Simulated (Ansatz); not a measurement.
# ClH₂NS₂W: basis-set convergence

The task here is to estimate one member of a computed series from the others.

Computed with Ansatz 0.2.0, Gaussian basis. Level: one geometry, several basis sets.

Levels to be run: PBE0-D4/def2-SVP; ωB97M-V/def2-SVP; PBE0-D4/def2-QZVPP; ωB97M-V/def2-QZVPP; the functionals' def2-TZVPP values are taken from earlier runs.

**The geometry**

An earlier PBE0-D4 in a triple-zeta def2 set relaxation fixed the geometry. W takes the def2 core potential; no spin-orbit term is included.

SMILES `[NH2][W](=[S])(=[S])[Cl]`, 7 atoms, charge 0, spin multiplicity 1.

Atoms are counted from 1 here; the program's logs count them from 0.

Bond lengths: N1–W2 1.913 Å, N1–H6 1.010 Å, N1–H7 1.010 Å, W2–S3 2.120 Å, W2–S4 2.120 Å, W2–Cl5 2.264 Å. Angles: W2–N1–H6 123.6°, W2–N1–H7 123.6°, H6–N1–H7 112.1°, N1–W2–S3 107.9°, N1–W2–S4 107.9°, N1–W2–Cl5 110.2°, S3–W2–S4 111.1°, S3–W2–Cl5 109.9°, S4–W2–Cl5 109.9°.

Geometry (Å):

```
atom     x (Å)     y (Å)     z (Å)
  N1  -0.56019   0.69038   0.85225
  W2   0.31320  -0.37199  -0.47783
  S3   1.84388  -1.48317   0.47888
  S4  -1.13627  -1.65601  -1.33998
 Cl5   1.21139   0.95700  -2.07579
  H6  -1.54997   0.89050   0.84552
  H7  -0.12205   0.97330   1.71697
```

The first run:

File in.yaml:

```yaml
crystal:
  periodic: [false, false, false]
  atoms:
    - {symbol: N, position_ang: [-0.560190, 0.690380, 0.852245]}
    - {symbol: W, position_ang: [0.313203, -0.371994, -0.477834]}
    - {symbol: S, position_ang: [1.843876, -1.483175, 0.478878]}
    - {symbol: S, position_ang: [-1.136266, -1.656014, -1.339985]}
    - {symbol: Cl, position_ang: [1.211393, 0.956995, -2.075786]}
    - {symbol: H, position_ang: [-1.549965, 0.890503, 0.845516]}
    - {symbol: H, position_ang: [-0.122052, 0.973305, 1.716965]}
basis:
  gaussian: {orbitals: def2-SVP}
hamiltonian: {xc: pbe0, dispersion: d4}
output: {orbitals: {seedname: orbitals}}
```

Command:

```sh
ansatz run in.yaml --threads 4 --pin off --events-out ev --progress --plain --max-ram 10444MiB
```

Among the steps run: PBE0-D4 in def2-SVP; ωB97M-V in def2-SVP; PBE0-D4 in def2-QZVPP; ωB97M-V in def2-QZVPP.

One of the session's tables, all rows but one given; the rest of the session is left out.

It belongs to the step «Density functionals: the series». 

| functional | basis | HOMO (eV) | LUMO (eV) |
| --- | --- | --- | --- |
| PBE0-D4 | def2-SVP | ? | ? |
| PBE0-D4 | def2-TZVPP | -7.35 | -2.86 |
| PBE0-D4 | def2-QZVPP | -7.37 | -2.89 |
| ωB97M-V | def2-SVP | -9.30 | -0.83 |
| ωB97M-V | def2-TZVPP | -9.32 | -0.88 |
| ωB97M-V | def2-QZVPP | -9.34 | -0.94 |

**Question.** Estimate the row for PBE0-D4, def2-SVP.

**Answer.** HOMO (eV): -7.37; LUMO (eV): -2.86.
